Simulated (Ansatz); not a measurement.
HPbNO4:

```
H Pb N O
1.0
     4.12040   -0.00081   -0.01120
     0.00404    6.42722    0.05360
     0.02791    3.20707    7.74994
H Pb N O
2 2 2 8
Direct
  0.90366 0.21821 0.48851
  0.40337 0.78177 0.51142
  0.39455 0.30863 0.70725
  0.89489 0.69135 0.29266
  0.63409 0.19990 0.20730
  0.13386 0.80012 0.79275
  0.90829 0.32866 0.54369
  0.53792 0.39076 0.19497
  0.53483 0.11279 0.10602
  0.83718 0.08887 0.32672
  0.40817 0.67132 0.45624
  0.03774 0.60924 0.80520
  0.03429 0.88737 0.89397
  0.33716 0.91101 0.67330
```

The cell was built by a generator and needn't be a form met in nature.

Base run:

```yaml
Program: Ansatz 0.2.0
Functional: PBE
Potentials_or_basis: Ansatz PAW
Cutoff: "420 eV (not typed: the program's choice for these potentials)"
k_mesh: 7 × 5 × 4
Occupations: fermi-dirac, width 0.05 eV
Spin: no spin polarisation
```

Its results: band gap on the k mesh 3.30 eV, indirect (least direct gap 3.39 eV); pressure 0.0 GPa; largest force 0.007 eV/Å.

**Question.** After a change of settings the same cell gave: band gap on the k mesh 3.21 eV, indirect (least direct gap 3.26 eV); pressure -0.1 GPa; largest force 0.061 eV/Å. Which change was it?
A. functional from PBE to LDA
B. functional from PBE to r2SCAN; cutoff from 420 eV (not typed: the program's choice for these potentials) to 500 eV (not typed: the program's choice for these potentials)
C. functional from PBE to PBEsol
D. k mesh from 7 × 5 × 4 to 5 × 4 × 3; spin from no spin polarisation to spin-orbit coupling, no magnetisation; potential files from those of the base run to others of the same set

**Answer.** D.

Caveats: odd divisions of the mesh miss points on the zone boundary, where band edges often lie, so the gap on the mesh can be too wide (some runs); spin-orbit coupling is left out, which as a rule narrows the gap of such compounds by several tenths of an eV (some runs).
